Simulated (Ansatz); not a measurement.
# C₂H₉BFP: a ladder of functionals and wavefunction methods

The task here is to estimate one member of a computed series from the others.

Program: Ansatz 0.2.0, Gaussian basis. Level of theory: functionals in def2-TZVPP, the program's frozen cores in correlated methods. These are calculated values, not measurements.

The runs, in order: LDA (SPW92), PBE-D4, revPBE-D4, BLYP-D4, r2SCAN-D4, B97M-V, PBE0-D4, B3LYP-D4, r2SCANh-D4, r2SCAN0-D4, HSE06-D4, BHLYP-D4, CAM-B3LYP-D4, LC-ωPBE, ωB97X-V, ωB97M-V, B2PLYP, PBE-QIDH; CCSD(T)/def2-SVP; CCSD(T)/def2-TZVPP; MP2/def2-QZVPP; extrapolation to the limit; RPA on PBE.

### Structure used throughout

The geometry comes from an earlier relaxation with PBE0-D4 in a triple-zeta def2 set; it is a stationary point, not always the lowest conformer.

14 atoms, charge 0, spin multiplicity 1.

Atoms are counted from 1 here; the program's logs count them from 0.

Bond lengths: C1–B2 1.565 Å, C1–H6 1.098 Å, C1–H7 1.092 Å, C1–H8 1.092 Å, B2–C3 1.565 Å, B2–F4 1.342 Å, C3–H9 1.098 Å, C3–H10 1.092 Å, C3–H11 1.092 Å, P5–H12 1.419 Å, P5–H13 1.418 Å, P5–H14 1.418 Å. Angles: B2–C1–H6 108.3°, B2–C1–H7 112.4°, B2–C1–H8 112.9°, H6–C1–H7 106.4°, H6–C1–H8 107.1°, H7–C1–H8 109.4°, C1–B2–C3 124.9°, C1–B2–F4 117.4°, C3–B2–F4 117.4°, B2–C3–H9 108.3°, B2–C3–H10 112.9°, B2–C3–H11 112.4°, H9–C3–H10 107.1°, H9–C3–H11 106.4°, H10–C3–H11 109.4°, H12–P5–H13 93.9°, H12–P5–H14 93.9°, H13–P5–H14 93.8°.

As a file:

```tsv
atom	x (Å)	y (Å)	z (Å)
C1	-1.6843	0.4379	0.5683
B2	-0.2682	0.9433	0.1360
C3	0.9565	1.1040	1.0963
F4	-0.1315	1.3970	-1.1200
P5	0.7082	-1.8286	-1.2313
H6	-2.2095	1.2654	1.0637
H7	-1.6328	-0.3744	1.2961
H8	-2.3002	0.1274	-0.2778
H9	0.8252	2.0308	1.6706
H10	1.9053	1.1885	0.5630
H11	1.0224	0.2953	1.8268
H12	1.0507	-3.2054	-1.2067
H13	1.8567	-1.4568	-1.9747
H14	-0.1113	-1.9535	-2.3814
```

Set-up of the first run:

The input, in.yaml:

```yaml
crystal:
  periodic: [false, false, false]
  atoms:
    - {symbol: C, position_ang: [-1.684296, 0.437857, 0.568309]}
    - {symbol: B, position_ang: [-0.268178, 0.943259, 0.135998]}
    - {symbol: C, position_ang: [0.956494, 1.104019, 1.096275]}
    - {symbol: F, position_ang: [-0.131483, 1.396961, -1.119993]}
    - {symbol: P, position_ang: [0.708179, -1.828571, -1.231263]}
    - {symbol: H, position_ang: [-2.209505, 1.265372, 1.063728]}
    - {symbol: H, position_ang: [-1.632792, -0.374393, 1.296063]}
    - {symbol: H, position_ang: [-2.300205, 0.127382, -0.277799]}
    - {symbol: H, position_ang: [0.825154, 2.030798, 1.670640]}
    - {symbol: H, position_ang: [1.905261, 1.188505, 0.563028]}
    - {symbol: H, position_ang: [1.022419, 0.295273, 1.826768]}
    - {symbol: H, position_ang: [1.050650, -3.205449, -1.206724]}
    - {symbol: H, position_ang: [1.856725, -1.456846, -1.974713]}
    - {symbol: H, position_ang: [-0.111325, -1.953464, -2.381412]}
basis:
  gaussian: {orbitals: def2-TZVPP}
hamiltonian: {xc: lda}
output: {orbitals: {seedname: orbitals}}
```

Run with:

```console
ansatz run in.yaml --threads 4 --pin off --events-out ev --progress --plain --max-ram 10444MiB
```

Steps of the session up to this table: LDA; PBE-D4 (GGA); revPBE-D4 (GGA); BLYP-D4 (GGA); r2SCAN-D4 (meta-GGA); B97M-V (meta-GGA); B3LYP-D4 (hybrid); r2SCANh-D4 (hybrid); r2SCAN0-D4 (hybrid); HSE06-D4 (hybrid); BHLYP-D4 (hybrid); CAM-B3LYP-D4 (range-separated); LC-ωPBE (range-separated); ωB97X-V (range-separated); ωB97M-V (range-separated); B2PLYP (double hybrid); PBE-QIDH (double hybrid).

One of the session's tables, all rows but one given; the rest of the session is left out.

It belongs to the step «Frontier levels by functional». 

| functional | HOMO (eV) | gap (eV) |
| --- | --- | --- |
| LDA (SPW92) | -6.84 | 5.73 |
| PBE-D4 | -6.77 | 5.91 |
| revPBE-D4 | -6.73 | 5.97 |
| BLYP-D4 | -6.64 | 5.91 |
| r2SCAN-D4 | -7.03 | 6.55 |
| B97M-V | -7.15 | 6.66 |
| PBE0-D4 | -7.94 | 8.10 |
| B3LYP-D4 | ? | ? |
| r2SCANh-D4 | -7.46 | 7.33 |
| r2SCAN0-D4 | -8.11 | 8.49 |
| HSE06-D4 | -7.54 | 7.31 |
| BHLYP-D4 | -9.02 | 10.25 |
| CAM-B3LYP-D4 | -9.28 | 10.57 |
| LC-ωPBE | -10.64 | 13.15 |
| ωB97X-V | -10.30 | 12.70 |
| ωB97M-V | -10.15 | 12.24 |

Q: Estimate the row for B3LYP-D4 from the others.

Worked estimate for «HOMO (eV)». Against the share of exact exchange, BLYP-D4 (0, -6.64), BHLYP-D4 (0.5, -9.02) give a slope of -4.76 per unit share; at 0.2 the line stands at -7.59.

The run gave: HOMO (eV): -7.74; gap (eV): 7.66. In «HOMO (eV)» the line misses by +0.15.
